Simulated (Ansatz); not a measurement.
# C3N4, space group P-43m: band-curvature effective masses by finite differences

Program: the Ansatz DFT code, driven from Python.

Input file `c3n4.extxyz`:
```text
7
Lattice="3.456765 0.0 0.0 0.0 3.456765 0.0 0.0 0.0 3.456765" Properties=species:S:1:pos:R:3 pbc="T T T"
C     0.00000000    0.00000000    1.72838250
C     1.72838250    0.00000000    0.00000000
C     0.00000000    1.72838250    0.00000000
N     0.84928222    0.84928222    2.60748278
N     2.60748278    2.60748278    2.60748278
N     0.84928222    2.60748278    0.84928222
N     2.60748278    0.84928222    0.84928222
```

Typed at the interpreter:
```pycon
>>> import ansatz as az
>>> import numpy as np
>>> c3n4 = az.Crystal.from_extxyz("c3n4.extxyz")
>>> c3n4.resolved().tree()["lattice"]
((3.456765, 0.0, 0.0), (0.0, 3.456765, 0.0), (0.0, 0.0, 3.456765))
>>> calculation = c3n4.calculation().kpoints(5).functional(az.Functional.PBESOL).basis(17 * az.Ha).occupations("fixed")
>>> # find the band extrema among the mesh points first
>>> res = calculation.band_table().run(threads=1)

>>> r = res.report
>>> r["free_energy_ev"]
-2250.5663145027197
>>> r["published_state_doubts"]
[]
>>> levels = np.array(r["eigenvalues_ev"])
>>> filled = round(r["n_electrons"] / 2)
>>> edges = {"top filled band": (filled - 1, levels[:, filled - 1].argmax()), "lowest empty band": (filled, levels[:, filled].argmin())}
>>> gap = levels[:, filled].min() - levels[:, filled - 1].max()
>>> print(f"gap on the mesh {gap:.3f} eV")
gap on the mesh 2.388 eV
>>> if gap <= 0.05:
...     print("no gap: band-edge masses have no meaning here")
...     edges = {}
...
>>> reciprocal = 2 * np.pi * np.linalg.inv(res.lattice.cell_ang).T
>>> step = 0.02  # 1/A
>>> # second differences give the curvature tensor; masses are hbar^2/m_e = 7.61996 eV A^2 over its eigenvalues
>>> pairs = [(0, 1), (0, 2), (1, 2)]
>>> moves = [sign * axis for axis in np.eye(3) for sign in (-1, 1)]
>>> moves += [s1 * np.eye(3)[i] + s2 * np.eye(3)[j] for i, j in pairs for s1 in (1, -1) for s2 in (1, -1)]
>>> for name, (band, index) in edges.items():
...     together = int(np.sum(np.abs(levels[index] - levels[index, band]) < 2e-3))
...     print(name, "at k =", np.round(r["kpoints_frac"][index], 4), f"E = {levels[index, band]:.4f} eV, degeneracy {together}")
...     centre = np.array(r["kpoints_frac"][index]) @ reciprocal
...     points = [centre] + [centre + step * move for move in moves]
...     table = calculation.band_structure(points, intervals=1, cartesian=True).run(threads=1).band_structure().channels[0].eigenvalues_ev
...     if together > 1:
...         level = np.flatnonzero(np.abs(levels[index] - levels[index, band]) < 2e-3)
...         along = (table[1, level] + table[2, level] - 2 * table[0, level]) / step ** 2
...         print("  degenerate level, no single mass tensor; masses of its branches along x:", np.round(7.61996 / along, 3), "m_e")
...         continue
...     e = table[:, band]
...     hessian = np.diag((e[1:7:2] + e[2:7:2] - 2 * e[0]) / step ** 2)
...     for (i, j), (pp, pm, mp, mm) in zip(pairs, e[7:].reshape(3, 4)):
...         hessian[i, j] = hessian[j, i] = (pp - pm - mp + mm) / (4 * step ** 2)
...     curvatures, axes = np.linalg.eigh(hessian)
...     slope = (e[2:7:2] - e[1:7:2]) / (2 * step)
...     print("  slope (eV A):", np.round(slope, 3) + 0.0, "" if np.abs(slope).max() < 0.05 else "- no extremum here, so these are local curvatures and no band-edge masses")
...     for curvature, axis in zip(curvatures, axes.T):
...         print(f"  principal mass {7.61996 / curvature:8.3f} m_e along", np.round(axis, 2) + 0.0)
...
top filled band at k = [0. 0. 0.] E = 12.9161 eV, degeneracy 3
  degenerate level, no single mass tensor; masses of its branches along x: [-0.538 -0.912 -0.912] m_e
lowest empty band at k = [0. 0. 0.] E = 15.3039 eV, degeneracy 3
  degenerate level, no single mass tensor; masses of its branches along x: [3.754 0.336 0.336] m_e
```

Caveats:
- Absolute energies stand on the zero of these potentials, so only differences at equal settings mean something. A total without «per atom» is that of the cell as typed.
- Along an axis with an odd division the mesh misses the point at one half; a gap read on a finite mesh is an upper bound on this functional's gap.
- Semilocal gaps usually lie well under measured ones.
- This cell is a computed structure, which may not be the phase found in nature.
- Gaps and levels are Kohn-Sham values on a finite set of k-points.
- The masses are finite-difference curvatures at extrema found on a coarse mesh, which needn't be the true band edges; a step that is long against the gap makes them too heavy. Negative values are curvatures of valence bands (the hole mass is their size). Spin-orbit coupling is left out, and light masses scale with the Kohn-Sham gap.
- Hardware and time: 7.5 s on 1 thread of Arm Neoverse V1, on a shared host, peak memory 0.35 GiB.

(Lines on the test bed's own set-up are left out of the output.)
